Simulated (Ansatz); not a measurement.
# Si₂SnH₈: up Jacob's ladder to CCSD(T)

Aim: compute Si₂SnH₈ with functionals from several rungs and with coupled cluster. The yardstick is the atomisation energy at the CCSD(T) limit.

Method: functionals in def2-TZVPP, the program's frozen cores in correlated methods; program: Ansatz 0.2.0, Gaussian basis.

The runs, in order: LDA (SPW92), PBE-D4, revPBE-D4, BLYP-D4, r2SCAN-D4, B97M-V, PBE0-D4, B3LYP-D4, r2SCANh-D4, r2SCAN0-D4, HSE06-D4, BHLYP-D4, CAM-B3LYP-D4, LC-ωPBE, ωB97X-V, ωB97M-V, B2PLYP, PBE-QIDH; CCSD(T)/def2-SVP; CCSD(T)/def2-TZVPP; MP2/def2-QZVPP; extrapolation to the limit; RPA on PBE.

### 1 Structure used throughout

The geometry comes from an earlier relaxation with PBE0-D4 in a triple-zeta def2 set; it is a stationary point, not always the lowest conformer. Sn takes the def2 core potential; no spin-orbit term is included.

SMILES `[SiH3][SiH2][SnH3]`, 11 atoms, charge 0, spin multiplicity 1.

Atoms are counted from 1 here; the program's logs count them from 0.

Bond lengths: Si1–Si2 2.336 Å, Si1–H4 1.488 Å, Si1–H5 1.488 Å, Si1–H6 1.488 Å, Si2–Sn3 2.562 Å, Si2–H7 1.489 Å, Si2–H8 1.489 Å, Sn3–H9 1.708 Å, Sn3–H10 1.708 Å, Sn3–H11 1.708 Å. Angles: Si2–Si1–H4 111.6°, Si2–Si1–H5 109.5°, Si2–Si1–H6 109.5°, H4–Si1–H5 108.8°, H4–Si1–H6 108.8°, H5–Si1–H6 108.6°, Si1–Si2–Sn3 110.5°, Si1–Si2–H7 110.0°, Si1–Si2–H8 110.0°, Sn3–Si2–H7 109.1°, Sn3–Si2–H8 109.1°, H7–Si2–H8 108.1°, Si2–Sn3–H9 110.4°, Si2–Sn3–H10 110.3°, Si2–Sn3–H11 111.4°, H9–Sn3–H10 108.1°, H9–Sn3–H11 108.3°, H10–Sn3–H11 108.3°.

### 2 LDA

This LDA is Slater exchange with PW92 correlation.

Input file in.yaml:

```yaml
crystal:
  periodic: [false, false, false]
  atoms:
    - {symbol: Si, position_ang: [-1.264889, 1.477585, -0.557579]}
    - {symbol: Si, position_ang: [-0.703520, -0.751283, -0.140891]}
    - {symbol: Sn, position_ang: [1.729278, -0.930974, 0.643677]}
    - {symbol: H, position_ang: [-2.674564, 1.611544, -1.013553]}
    - {symbol: H, position_ang: [-0.367444, 2.028264, -1.608544]}
    - {symbol: H, position_ang: [-1.085650, 2.276249, 0.684672]}
    - {symbol: H, position_ang: [-0.878381, -1.560150, -1.379294]}
    - {symbol: H, position_ang: [-1.598057, -1.313748, 0.908830]}
    - {symbol: H, position_ang: [1.959312, -0.030410, 2.076580]}
    - {symbol: H, position_ang: [2.784777, -0.311304, -0.547571]}
    - {symbol: H, position_ang: [2.164439, -2.552774, 0.954171]}
basis:
  gaussian: {orbitals: def2-TZVPP}
hamiltonian: {xc: lda}
output: {orbitals: {seedname: orbitals}}
```

Further steps of the session: PBE-D4 (GGA); revPBE-D4 (GGA); BLYP-D4 (GGA); r2SCAN-D4 (meta-GGA); B97M-V (meta-GGA); PBE0-D4 (hybrid); B3LYP-D4 (hybrid); r2SCANh-D4 (hybrid); r2SCAN0-D4 (hybrid); HSE06-D4 (hybrid); BHLYP-D4 (hybrid); CAM-B3LYP-D4 (range-separated); LC-ωPBE (range-separated); ωB97X-V (range-separated); ωB97M-V (range-separated); B2PLYP (double hybrid); PBE-QIDH (double hybrid); CCSD(T) in def2-SVP; CCSD(T) in def2-TZVPP; MP2 in def2-QZVPP; RPA on PBE orbitals.

**Question.** What will the summary of the whole plan be? Wanted: atomisation energy, CCSD(T)/CBS; farthest beyond LDA; mean size of error, GGA; mean size of error, meta-GGA; mean size of error, hybrid; mean size of error, range-separated; mean size of error, double hybrid; gap, smallest and largest; T1 diagnostic.

**Answer**, as computed:

```
                               quantity                                                value
        atomisation energy, CCSD(T)/CBS                                       695.7 kcal/mol
functionals within 7.0 kcal/mol (1.0 %)  r2SCAN-D4, B3LYP-D4, CAM-B3LYP-D4, ωB97X-V, ωB97M-V
                    farthest beyond LDA                           revPBE-D4 (-26.5 kcal/mol)
                mean size of error, GGA                                        20.6 kcal/mol
           mean size of error, meta-GGA                                         6.7 kcal/mol
             mean size of error, hybrid                                        10.5 kcal/mol
    mean size of error, range-separated                                         7.5 kcal/mol
      mean size of error, double hybrid                                        17.4 kcal/mol
              gap, smallest and largest            5.45 eV (LDA (SPW92)), 11.78 eV (LC-ωPBE)
                          T1 diagnostic                                               0.0135
triples share of the correlation energy                                                3.0 %
```

What this shows: LDA overbinds by 64.7 kcal/mol (9 %). PBE-D4 misses by -18.1 kcal/mol. Double hybrids carry the basis error of their MP2 part in triple zeta, and no dispersion term here, so their miss is partly the set-up's. By mean error the best rung here is meta-GGA (6.7 kcal/mol) and the worst beyond LDA is GGA (20.6 kcal/mol). The gap between the best rungs is small, so their order is not settled. Misses under about 7.0 kcal/mol are within the doubt on the reference itself, which lacks core-valence correlation, spin-orbit coupling and higher excitations, and its outer-core shells are covered unevenly. All levels share the lack of spin-orbit coupling, which lowers the free heavy atoms and so the true binding. Hartree-Fock recovers 75 % of the binding; the rest is correlation. CCSD(T) in def2-SVP is off by -51.0 kcal/mol, so the small basis spoils what the method gains. The gap grows from 5.4 to 11.8 eV across the functionals, mostly with the share of exact exchange. Correlated methods include outer-core shells of Sn, which these sets cover unevenly.
